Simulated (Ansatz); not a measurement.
Predict the output of the script below (Ansatz 0.2.0 through its Python package).

Script `bbrfh.py`:
```python
'''Run BBrFH from an input written out key by key.'''

import ansatz as az

DECK = '''
crystal:
  periodic: [false, false, false]
  atoms:
    - { symbol: F, position_ang: [1.2476, -0.3566, -0.8128] }
    - { symbol: B, position_ang: [0.0652, -0.1598, 0.0602] }
    - { symbol: Br, position_ang: [-1.1991, 1.4017, -0.171] }
    - { symbol: H, position_ang: [-0.0582, -0.9456, 0.9033] }
basis:
  gaussian: { orbitals: def2-SVP }
hamiltonian:
  xc: hf
'''

session = az.Session.from_yaml(DECK)
data = session.plan(threads=1).execute().report

print('reference energy %16.6f eV' % data['reference_energy_ev'])
print('total energy     %16.6f eV' % data['free_energy_ev'])
print('occupied orbitals outside the frozen core (up, down):', data['n_occupied'], ' frozen:', data['n_frozen'], ' virtual:', data['n_virtual'])
symbols = ['F', 'B', 'Br', 'H']
state = data['mean_field']['state']
print(f'mean field: {state["energy"]["hartree"]:.7f} Ha, <S^2> = {abs(state["spin_squared"]):.4f}, stability: {state.get("stability", {}).get("kind")}')
```

Output of `python bbrfh.py`:
```text
reference energy    -73382.791270 eV
total energy        -73382.791270 eV
occupied orbitals outside the frozen core (up, down): [25, 25]  frozen: 0  virtual: [40, 40]
mean field: -2696.7678385 Ha, <S^2> = 0.0000, stability: minimum
```

Notes:
- Total energies depend on the basis set; only differences at equal settings carry meaning.
- The geometry is a force-field or estimated start, not a minimum of this method, and the basis set is short of its limit.
- Timing: 0.6 s on 1 thread of Arm Neoverse V1, with other jobs on the host, peak memory 0.14 GiB.

(Lines on the test bed's own set-up are left out of the output.)
